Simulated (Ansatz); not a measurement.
**CuCH₂+ (quintet): the correlation ladder, def2-SVP**

One table from this session's results is given with a row withheld; the runs are named, their logs left out.

Program: Ansatz 0.2.0, Gaussian basis. Level of theory: def2-SVP, core rule «outside noble gas», up to 10 orbitals frozen. These are calculated values, not measurements.

To be run: UHF; CCSD(T) on ROHF; CCSD(T) on UHF; CISD; CCSDT(Q) on ROHF; CCSDT(Q) on UHF; CASSCF and MRCISD+Q, 16 electrons in 12 orbitals; CASSCF and NEVPT2, 16 electrons in 12 orbitals.

6 further runs of the same task are left out: 2 for a known fault of the program, 4 set aside as unsound or not needed.

## The system

The geometry is a PBE0/def2-TZVP stationary point (not a proven minimum) of the parent state, kept for this charge and spin.

4 atoms, charge 1, spin multiplicity 5.

Atoms are counted from 1 here; the program's logs count them from 0.

Bond lengths: Cu1–C2 1.886 Å, C2–H3 1.087 Å, C2–H4 1.087 Å. Angles: Cu1–C2–H3 113.5°, Cu1–C2–H4 113.5°, H3–C2–H4 132.9°.

Set-up of the first run:

Contents of in.yaml:

```yaml
crystal:
  periodic: [false, false, false]
  atoms:
    - {symbol: Cu, position_ang: [0.000000, 0.000000, 0.352361]}
    - {symbol: C, position_ang: [0.000000, 0.000000, -1.533947]}
    - {symbol: H, position_ang: [0.000000, -0.996254, -1.968048]}
    - {symbol: H, position_ang: [0.000000, 0.996254, -1.968048]}
basis:
  gaussian: {orbitals: def2-SVP}
total_charge: 1
magnetization: {spin_polarized: true, initial_magnetization: 4}
hamiltonian: {xc: hf}
output: {orbitals: {seedname: orbitals}}
```

Started as:

```sh
$ ansatz run in.yaml --threads 1 --pin off --events-out ev --progress --plain --max-ram 4096MiB --backend cpu
```

Among the steps run: UHF; CCSD(T) on ROHF; CCSD(T) on UHF; CISD; CCSDT(Q) on ROHF; CCSDT(Q) on UHF; CASSCF and MRCISD+Q, 16 electrons in 12 orbitals; CASSCF and NEVPT2, 16 electrons in 12 orbitals.

One table of the session follows, with a row left open; its other results are not shown here.

It belongs to the step «Misses and costs». 

| method | from RCCSDT(Q) (kcal/mol) |
| --- | --- |
| ROHF | +197.03 |
| UHF | +192.13 |
| RMP2 | +13.92 |
| UMP2 | +12.59 |
| CISD | +16.51 |
| RCCSD | +5.34 |
| UCCSD | ? |
| RCCSD(T) | -0.32 |
| UCCSD(T) | -1.46 |
| RCCSDT | -0.54 |
| UCCSDT | -1.68 |
| RCCSDT(Q) | 0 |
| UCCSDT(Q) | -1.25 |
| CASSCF valence | +173.24 |
| NEVPT2 valence | +27.55 |
| MRCISD valence | +13.71 |
| MRCISD+Q valence | +4.37 |

Estimate the missing values for UCCSD.

As computed: from RCCSDT(Q) (kcal/mol): +4.18. In the column «from RCCSDT(Q) (kcal/mol)» it lies between RCCSDT(Q) (0) and MRCISD+Q valence (+4.37).

Caveats from the session: Restricted and unrestricted rows rest on different reference determinants; where their highest levels disagree by more than a few hundredths of an eV, they describe different states and don't form one ladder.
